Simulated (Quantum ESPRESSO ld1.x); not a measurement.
# Ionising cadmium step by step, Cd³⁴⁺ to Cd⁴⁰⁺

How much does each further electron of cadmium cost? Each ion is computed in its NIST ground configuration. Each value is a difference of total energies (Δ-SCF).

The numbers are computed with Quantum ESPRESSO ld1.x 7.5 (Dirac Kohn-Sham, LDA (Slater exchange, Perdew-Zunger correlation), spin-unpolarised, spherical densities, point nucleus; open shells fill j = l - 1/2 first), except any that are marked as measured or tabulated.

## Step 1: The atom as given

```
element             : cadmium (Z = 48)
charges             : 34 to 40
first configuration : [Ne] 3s2 3p2
last configuration  : [He] 2s2 2p4
```

## Step 2: Cd³⁴⁺, [Ne] 3s2 3p2

ld1.in reads:

```fortran
 &input
    atom='Cd',
    iswitch=1,
    rel=2,
    dft='PZ',
    config='[Ne] 3s2 3p2',
    rel_dist='energy',
    verbosity='high',
    lsmall=.true.,
    prefix='ld1',
    max_out_wfc=37,
    file_charge='ld1.rho',
 /
```

The run is started by

```
OMP_NUM_THREADS=1 ld1.x < ld1.in > ld1.out
```

## Step 3: Cd³⁵⁺, [Ne] 3s2 3p1

ld1.in, as its differences from that of step 2:

```diff
@@ -5,3 +5,3 @@
     dft='PZ',
-    config='[Ne] 3s2 3p2',
+    config='[Ne] 3s2 3p1',
     rel_dist='energy',
```

## Step 4: Cd³⁶⁺, [Ne] 3s2

ld1.in, as its differences from that of step 3:

```diff
@@ -5,3 +5,3 @@
     dft='PZ',
-    config='[Ne] 3s2 3p1',
+    config='[Ne] 3s2',
     rel_dist='energy',
```

## Step 5: Cd³⁷⁺, [Ne] 3s1

ld1.in, as its differences from that of step 4:

```diff
@@ -5,3 +5,3 @@
     dft='PZ',
-    config='[Ne] 3s2',
+    config='[Ne] 3s1',
     rel_dist='energy',
```

## Step 6: Cd³⁸⁺, [Ne]

ld1.in, as its differences from that of step 5:

```diff
@@ -5,3 +5,3 @@
     dft='PZ',
-    config='[Ne] 3s1',
+    config='[Ne] 3s0 3p0',
     rel_dist='energy',
```

## Step 7: Cd³⁹⁺, [He] 2s2 2p5

ld1.in, as its differences from that of step 6:

```diff
@@ -5,3 +5,3 @@
     dft='PZ',
-    config='[Ne] 3s0 3p0',
+    config='[He] 2s2 2p5',
     rel_dist='energy',
```

## Step 8: Cd⁴⁰⁺, [He] 2s2 2p4

ld1.in, as its differences from that of step 7:

```diff
@@ -5,3 +5,3 @@
     dft='PZ',
-    config='[He] 2s2 2p5',
+    config='[He] 2s2 2p4 3s0 3p0',
     rel_dist='energy',
```

**Question.** What will these runs give? Wanted: for each run, species; configuration; Δ-SCF; −ε(HOMO); NIST; error.

As calculated:

```csv
species,configuration,Δ-SCF (eV),−ε(HOMO) (eV),NIST (eV),error (%)
Cd³⁴⁺,[Ne] 3s2 3p2,2198.1,2160.2,2195 (semi-emp.),+0.1
Cd³⁵⁺,[Ne] 3s2 3p1,2274.1,2236.1,2250 (semi-emp.),+1.1
Cd³⁶⁺,[Ne] 3s2,2430.3,2394.8,2427 (semi-emp.),+0.1
Cd³⁷⁺,[Ne] 3s1,2499.0,2465.6,2498.6 (semi-emp.),+0.0
Cd³⁸⁺,[Ne],5838.2,5736.3,5839 (semi-emp.),-0.0
Cd³⁹⁺,[He] 2s2 2p5,6043.4,5940.5,6039 (semi-emp.),+0.1
```

What this shows: Reference values: NIST Atomic Spectra Database (exp. measured, semi-emp. semi-empirical, theory a theoretical value adopted there). Per unit of the charge left behind, the cost jumps most at Cd³⁸⁺ ([Ne]): from 2499.0 to 5838.2 eV. There the highest level belongs to another shell. Against the measured or semi-empirical entries the Δ-SCF values err by +0.2 % on average (signed), at worst +1.1 % (Cd³⁵⁺). Minus the highest eigenvalue gives 98 to 99 % of the Δ-SCF value along the ladder. Spin polarisation and multiplet splitting are left out, so open shells lie too high by an amount that depends on their filling.
